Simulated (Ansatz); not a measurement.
# SnH− (singlet): the correlation ladder at distance Sn1–H2 = 1.461 Å, def2-SVPD

The task here is to estimate one member of a computed series from the others.

Program: Ansatz 0.2.0, Gaussian basis. Level of theory: def2-SVPD, core rule «outside noble gas», up to 9 orbitals frozen. These are calculated values, not measurements.

The runs, in order: UHF; CCSD(T) on RHF; CCSD(T) on UHF; BCCD(T) on RHF; CISD; CCSDT(Q) on RHF; CCSDT(Q) on UHF; CASSCF and MRCISD+Q, 2 electrons in 2 orbitals; CASSCF and NEVPT2, 2 electrons in 2 orbitals; CASSCF and MRCISD+Q, 6 electrons in 5 orbitals; CASSCF and NEVPT4(SD), 6 electrons in 5 orbitals; CASSCF and NEVPT2, 6 electrons in 5 orbitals; Full CI.

19 further runs of the same task are left out: 11 that didn't finish, 8 set aside as unsound or not needed. Runs told in other sessions of the task aren't counted.

**The system**

The geometry derives from a PBE0/def2-TZVPD stationary point (not a proven minimum). One bond is set to the value named and the two fragments are kept rigid. No spin-orbit coupling is included. Elements past krypton take def2 core potentials.

2 atoms, charge -1, spin multiplicity 1.

Atoms are counted from 1 here; the program's logs count them from 0.

Bond lengths: Sn1–H2 1.461 Å.

Set-up of the first run:

File in.yaml:

```yaml
crystal:
  periodic: [false, false, false]
  atoms:
    - {symbol: Sn, position_ang: [0.000000, 0.000000, 0.000000]}
    - {symbol: H, position_ang: [0.000000, 0.000000, 1.461000]}
basis:
  gaussian: {orbitals: def2-SVPD}
total_charge: -1
magnetization: {spin_polarized: true, initial_magnetization: 0}
hamiltonian: {xc: hf}
output: {orbitals: {seedname: orbitals}}
```

Command:

```sh
$ ansatz run in.yaml --threads 1 --pin off --events-out ev --progress --plain --max-ram 2393MiB
```

Steps of the session up to this table: UHF; CCSD(T) on RHF; CCSD(T) on UHF; BCCD(T) on RHF; CISD; CCSDT(Q) on RHF; CCSDT(Q) on UHF; CASSCF and MRCISD+Q, 2 electrons in 2 orbitals; CASSCF and NEVPT2, 2 electrons in 2 orbitals; CASSCF and MRCISD+Q, 6 electrons in 5 orbitals; CASSCF and NEVPT4(SD), 6 electrons in 5 orbitals; CASSCF and NEVPT2, 6 electrons in 5 orbitals; Full CI.

One table of the session follows, with a row left open; its other results are not shown here.

It belongs to the step «Misses and costs». 

| method | from FCI (kJ/mol) |
| --- | --- |
| RHF | +290.1 |
| RMP2 | +91.0 |
| RCCSD | +25.3 |
| RCCSD(T) | +13.3 |
| BCCD(T) | +13.6 |
| RCCSDT | +1.4 |
| RCCSDT(Q) | ? |
| CASSCF pair | +248.3 |
| NEVPT2 pair | +51.9 |
| MRCISD pair | +16.3 |
| MRCISD+Q pair | -2.1 |
| CASSCF valence | +215.5 |
| NEVPT2 valence | +65.3 |
| NEVPT4(SD) valence | +7.5 |
| MRCISD valence | +11.7 |
| MRCISD+Q valence | -3.2 |
| FCI | 0 |

Estimate the missing values for RCCSDT(Q).

The run gave: from FCI (kJ/mol): -0.5. In the column «from FCI (kJ/mol)» it lies between MRCISD+Q pair (-2.1) and FCI (0).

Not comparable, so not listed: CISD (they don't share determinant, frozen orbitals or solution with the rows shown, or repeat one).

Caveats from the session: The report flags that the cluster equations may have other roots. Left out of the table: UHF, UMP2, UCCSD, UCCSD(T), UCCSDT, UCCSDT(Q) (another determinant or state than the rows shown). The program flags RCCSDT(Q) as in doubt, so those rows may rest on another solution. RCCSDT(Q), MRCISD+Q pair, MRCISD+Q valence fall below full CI, which methods that aren't variational can do.
